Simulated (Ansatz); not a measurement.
**C2H7B2Cl: how energies converge with the basis set**

An exercise on one series of results from a longer session: the logs are not shown, and one member is left open.

Program: Ansatz 0.2.0, Gaussian basis. Level of theory: one geometry, several basis sets. These are calculated values, not measurements.

The runs, in order: PBE0-D4/def2-SVP; ωB97M-V/def2-SVP; PBE0-D4/def2-QZVPP; ωB97M-V/def2-QZVPP; the functionals' def2-TZVPP values are taken from earlier runs.

## The relaxed structure

An earlier PBE0-D4 in a triple-zeta def2 set relaxation fixed the geometry.

SMILES `BB(C)CCl`, 12 atoms, charge 0, spin multiplicity 1.

Atoms are counted from 1 here; the program's logs count them from 0.

Bond lengths: B1–B2 1.658 Å, B1–H6 1.199 Å, B1–H7 1.200 Å, B2–C3 1.566 Å, B2–C4 1.570 Å, C3–H8 1.092 Å, C3–H9 1.100 Å, C3–H10 1.093 Å, C4–Cl5 1.802 Å, C4–H11 1.094 Å, C4–H12 1.093 Å. Angles: B2–B1–H6 122.4°, B2–B1–H7 121.5°, H6–B1–H7 116.0°, B1–B2–C3 127.1°, B1–B2–C4 114.3°, C3–B2–C4 118.5°, B2–C3–H8 114.0°, B2–C3–H9 106.0°, B2–C3–H10 114.6°, H8–C3–H9 105.7°, H8–C3–H10 109.2°, H9–C3–H10 106.7°, B2–C4–Cl5 112.0°, B2–C4–H11 110.8°, B2–C4–H12 112.8°, Cl5–C4–H11 106.9°, Cl5–C4–H12 107.1°, H11–C4–H12 107.0°.

As a file:

```mol
C2H7B2Cl
  3D, bonds by distance, orders not assigned

 12 11  0  0  0  0  0  0  0  0999 V2000
    0.0669    1.7184   -0.1522 B   0  0
    0.1197    0.0704    0.0181 B   0  0
    1.2615   -0.7754    0.6764 C   0  0
   -1.1519   -0.6763   -0.5198 C   0  0
   -2.4125    0.4726   -1.1016 Cl  0  0
   -0.3531    2.4407    0.7080 H   0  0
    0.4545    2.2588   -1.1509 H   0  0
    2.2615   -0.3612    0.5300 H   0  0
    1.0797   -0.7372    1.7606 H   0  0
    1.2656   -1.8321    0.3953 H   0  0
   -0.8949   -1.3211   -1.3655 H   0  0
   -1.6200   -1.3128    0.2357 H   0  0
  1  2  8  0
  2  3  8  0
  2  4  8  0
  4  5  8  0
  1  6  8  0
  1  7  8  0
  3  8  8  0
  3  9  8  0
  3 10  8  0
  4 11  8  0
  4 12  8  0
M  END
```

The first run:

Input file in.yaml:

```yaml
crystal:
  periodic: [false, false, false]
  atoms:
    - {symbol: B, position_ang: [0.066850, 1.718414, -0.152240]}
    - {symbol: B, position_ang: [0.119715, 0.070401, 0.018075]}
    - {symbol: C, position_ang: [1.261547, -0.775383, 0.676440]}
    - {symbol: C, position_ang: [-1.151870, -0.676325, -0.519765]}
    - {symbol: Cl, position_ang: [-2.412472, 0.472557, -1.101642]}
    - {symbol: H, position_ang: [-0.353128, 2.440703, 0.708042]}
    - {symbol: H, position_ang: [0.454480, 2.258832, -1.150863]}
    - {symbol: H, position_ang: [2.261535, -0.361183, 0.529953]}
    - {symbol: H, position_ang: [1.079724, -0.737236, 1.760649]}
    - {symbol: H, position_ang: [1.265563, -1.832084, 0.395279]}
    - {symbol: H, position_ang: [-0.894899, -1.321132, -1.365538]}
    - {symbol: H, position_ang: [-1.620046, -1.312767, 0.235709]}
basis:
  gaussian: {orbitals: def2-SVP}
hamiltonian: {xc: pbe0, dispersion: d4}
output: {orbitals: {seedname: orbitals}}
```

Steps of the session up to this table: PBE0-D4 in def2-SVP; ωB97M-V in def2-SVP; PBE0-D4 in def2-QZVPP; ωB97M-V in def2-QZVPP.

One of the session's tables, all rows but one given; the rest of the session is left out.

It belongs to the step «Functionals by basis». 

| functional | basis | HOMO (eV) |
| --- | --- | --- |
| PBE0-D4 | def2-SVP | -7.86 |
| PBE0-D4 | def2-TZVPP | -7.95 |
| PBE0-D4 | def2-QZVPP | -7.97 |
| ωB97M-V | def2-SVP | -10.12 |
| ωB97M-V | def2-TZVPP | -10.23 |
| ωB97M-V | def2-QZVPP | ? |

**Question.** Estimate the row for ωB97M-V, def2-QZVPP.

As computed: HOMO (eV): -10.25. In the column «HOMO (eV)» it is the lowest.
